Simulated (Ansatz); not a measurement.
# NiO: the cost of one run

Program: Ansatz 0.2.0. Level of theory: DFT PBE+U, scalar-relativistic, plane waves, PAW. These are calculated values, not measurements.

**1. Starting point**

The structure is cubic, space group Fm-3m (No. 225). Conventional cell: a = 4.177 Å, b = 4.177 Å, c = 4.177 Å, α = 90.00°, β = 90.00°, γ = 90.00°. Ni (site symmetry m-3m) is surrounded by 6 O at 2.09 Å. Around O (site symmetry m-3m) lie 6 Ni at 2.09 Å.

Structure file:

```
Ni O
1.0
     2.08850    2.08850    4.17700
     4.17700    2.08850    2.08850
     2.08850    4.17700    2.08850
Ni O
2 2
Direct
  0.00000 0.00000 0.00000
  0.50000 0.50000 0.50000
  0.25000 0.25000 0.25000
  0.75000 0.75000 0.75000
```

**2. Relaxing cell and atoms: NiO, moments +−**

Input file input.yaml:

```yaml
crystal:
  lattice:
    - [2.0885, 2.0885, 4.177]
    - [4.177, 2.0885, 2.0885]
    - [2.0885, 4.177, 2.0885]
  atoms:
    - { symbol: Ni, position: [0.0, 0.0, 0.0], spin: 2.0 }
    - { symbol: Ni, position: [0.5, 0.5, 0.5], spin: -2.0 }
    - { symbol: O, position: [0.25, 0.25, 0.25] }
    - { symbol: O, position: [0.75, 0.75, 0.75] }
magnetization:
  spin_polarized: true
scf:
  occupations: { method: fixed }
output:
  forces: true
  stress: true
  populations: true
  write_density: true
  write_potential: true
  elf: true
  volumetric_format: npy
hamiltonian:
  hubbard: { sites: [{ species: Ni, l: d, u_eff: 6.0 }] }
  xc: pbe
relax:
  f_tol: 0.003
  cell: { stress_tol: 0.02 }
kpoints:
  mp_grid: { grid: [6, 6, 6] }
```

Started as:

```bash
> ansatz run input.yaml --threads 4 --pin off --max-ram 8192MiB --backend cpu --events-out ev --progress --plain --runs-dir out
```

**Question.** How long does this run take on 4 threads of Intel Xeon 6975P-C (Granite Rapids), shared host, and how much memory does it need?

About 12 s, with a peak of 0.44 GiB.
